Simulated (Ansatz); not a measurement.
## NbTe under changes of volume

One of the cells (21.934 Å³/atom); the others are scaled copies at fixed shape and fractional positions:

```
CELL_PARAMETERS angstrom
3.70297 0.00000 0.00000
-1.85149 3.20687 0.00000
0.00000 0.00000 3.69421
ATOMIC_POSITIONS crystal
Te 0.66667 0.33333 0.00000
Nb 0.00000 0.00000 0.50000
```

The cell comes from a database or a generator and needn't be the stable form of this composition.

- Program: Ansatz 0.2.0
- Functional: HSE06
- Potentials or basis: Ansatz PAW
- Cutoff: 420 eV (not typed: the program's choice for these potentials)
- k mesh: 6 × 6 × 4
- Occupations: fermi-dirac, width 0.05 eV
- Spin: no spin polarisation

```tsv
volume (Å³/atom)	energy over the lowest point (meV/atom)	pressure (GPa)
20.618	4.75	3.3
21.057	0.00	0.2
21.496	?	?
21.934	13.81	-5.0
22.373	30.73	-7.2
22.812	53.34	-9.2
23.250	81.03	-11.0
```

Question: What does the run at 21.496 Å³/atom give?

Answer: Energy over the lowest point 3.30 meV/atom; pressure -2.6 GPa.

Worked out: A Birch-Murnaghan fit of order 3 (a polynomial in V^(-2/3)) to the other rows has its minimum at 21.09 Å³/atom with B0 = V·E''(V) = 140 GPa and B' = 4.5 at fixed shape and positions, which overstates the stiffness. It gives 3.33 meV/atom at 21.496 Å³/atom, against the run's 3.30, and -dE/dV = -2.6 GPa, against -2.6.

Energies are extrapolated to zero smearing.

Caveats: all runs use coarse meshes; the PAW data sets come from PBE, with cores solved anew for the run's functional, which leaves a small shift of forces and pressure; the thresholds are loose for stress.
